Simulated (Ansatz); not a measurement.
A run of Ansatz 0.2.0:

input.yaml

```yaml
crystal:
  lattice:
    - [2.8584044518, 0.0, 0.0]
    - [-1.4292022259, 2.4754508696, 0.0]
    - [0.0, 0.0, 6.532504]
  atoms:
    - { symbol: Pt, position: [0.6666666667, 0.3333333333, 0.316206] }
    - { symbol: Pt, position: [0.3333333333, 0.6666666667, 0.683794] }
    - { symbol: Mn, position: [0.0, 0.0, 0.0], spin: 4.0 }
hamiltonian:
  xc: pbesol
  pseudopotentials: { kind: paw }
magnetization:
  spin_polarized: true
  initial_magnetization: 4.0
  spin_locking: { lock_magnetization: hard }
kpoints:
  mp_grid: { grid: [9, 9, 4] }
scf:
  occupations: { method: fermi_dirac, width: 0.05 }
  lower_state_search: "off"
output:
  forces: true
  stress: true
  eigenvalues: true
```

Potentials or basis: Ansatz PAW.

Run with:

```sh
$ ansatz run input.yaml --threads 2 --pin off --max-ram 5632MiB --backend cpu --events-out ev --progress --plain --runs-dir out
```

Hardware: 2 threads of Intel(R) Xeon(R) Processor @ 2.50GHz (Skylake/Cascade Lake) (shared host).

Question: How long does it take, and how much memory?

Answer: Run time: 11 s on 2 threads of Intel(R) Xeon(R) Processor @ 2.50GHz (Skylake/Cascade Lake) (shared host), peak memory 0.43 GiB. Counts: scf iterations 15, plane waves 897, k points 43, bands 33.
